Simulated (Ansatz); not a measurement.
# TeH4N+: one structure at several levels

The task here is to estimate one member of a computed series from the others.

The runs use Ansatz 0.2.0, Gaussian basis; single points in def2-TZVPP.

Cores are frozen in the correlated methods. Filled d shells of the heavier atoms are correlated. Core potentials replace the inner electrons past krypton, and spin-orbit coupling is left out.

### The starting structure

6 atoms, charge 1, spin multiplicity 1.

Atoms are counted from 1 here; the program's logs count them from 0.

Bond lengths: N1–H3 0.964 Å, N1–H4 1.080 Å, N1–H5 1.033 Å, Te2–H6 1.622 Å. Angles: H3–N1–H4 120.7°, H3–N1–H5 123.1°, H4–N1–H5 98.4°.

Coordinates:

```xyz
6
charge 1, multiplicity 1
N     0.0255   -0.3434   -0.5179
Te    0.3488    0.4007    1.7003
H     0.4887    0.2477   -1.1216
H    -1.0434   -0.4819   -0.5936
H     0.2952   -1.3301   -0.3759
H    -0.5089    1.6024    1.0284
```

Set-up of the first run:

run/in.yaml reads:

```yaml
crystal:
  periodic: [false, false, false]
  atoms:
    - {symbol: N, position_ang: [0.025500, -0.343400, -0.517900]}
    - {symbol: Te, position_ang: [0.348800, 0.400700, 1.700300]}
    - {symbol: H, position_ang: [0.488700, 0.247700, -1.121600]}
    - {symbol: H, position_ang: [-1.043400, -0.481900, -0.593600]}
    - {symbol: H, position_ang: [0.295200, -1.330100, -0.375900]}
    - {symbol: H, position_ang: [-0.508900, 1.602400, 1.028400]}
basis:
  gaussian: {orbitals: def2-TZVPP}
total_charge: 1
correlation: {method: ccsd_t}
output: {forces: true}
```

The command line of these runs was not kept.

Steps of the session up to this table: CCSD(T)/def2-TZVPP; PBE0-D4/def2-TZVPP; wB97M-V/def2-TZVPP; r2SCAN-D4/def2-TZVPP; PBE-D4/def2-TZVPP; B97M-V/def2-TZVPP; BLYP-D4/def2-TZVPP.

One of the session's tables, all rows but one given; the rest of the session is left out.

| method | RMS force component (eV/Å) | angle to CCSD(T) forces (°) |
| --- | --- | --- |
| CCSD(T) | 1.904 | reference |
| PBE0-D4 | 1.917 | 1.9 |
| wB97M-V | ? | ? |
| r2SCAN-D4 | 1.884 | 2.6 |
| PBE-D4 | 1.845 | 6.8 |
| B97M-V | 1.895 | 4.8 |
| BLYP-D4 | 1.816 | 8.2 |

**Question.** Estimate the row for wB97M-V.

**Answer.** RMS force component (eV/Å): 1.915; angle to CCSD(T) forces (°): 0.9. In the column «RMS force component (eV/Å)» it lies between CCSD(T) (1.904) and PBE0-D4 (1.917).
